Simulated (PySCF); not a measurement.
# C2H7NOSi2: the cost of one run

The runs use PySCF 2.14.0, with density-fitted response routines of our own; the level of theory stands in each step. All values are computed, except where a source is named. Atoms count from 0, in the outputs and in this text.

### Step 1. The molecule as given

13 atoms, charge 0, multiplicity 1; geometry from: GFN2-xTB. The atoms were then displaced at random by about 0.01 Å, so the start is not that level's minimum.

Bonds of the start (Å): C0–C1 1.22, C1–Si2 1.87, Si2–O3 1.67, Si2–Si4 2.29, Si4–N5 1.73, C0–H6 1.04, Si2–H7 1.47, O3–H8 0.93, Si4–H9 1.50, Si4–H10 1.46, N5–H11 1.00, N5–H12 1.02.

### Step 2. Relaxing the molecule at PBE0-D3(BJ)/def2-SVP

Job settings and geometry (Å):

```
{"job": {"xc": "PBE0", "basis": "def2-SVP", "d3": "d3bj", "grid": 1, "shake": 0.01, "kind": "geom"}, "charge": 0, "multiplicity": 1}
C      2.604400     0.013590    -2.019150
C      1.716690     0.356890    -1.251110
Si     0.388850     0.809500    -0.017560
O      1.173300     1.268260     1.380330
Si    -0.884960    -0.979020     0.621430
N     -2.487690    -0.607120     0.090410
H      3.346030    -0.238590    -2.705920
H     -0.208260     2.009940    -0.613120
H      1.835890     1.921030     1.417990
H     -0.799340    -1.284290     2.084520
H     -0.570990    -2.225010    -0.061240
H     -3.173790    -1.338030     0.139010
H     -2.934290     0.275960     0.340340
```

Run with:

```console
$ OMP_NUM_THREADS=1 python probes_run.py task.json out
```

This one command runs all jobs of the session in turn.

**Question.** How long does this first job take on 1 thread of Intel Xeon Platinum 8488C, shared host, and how much memory does it need?

About 2.2 min, with a peak of 0.54 GiB.
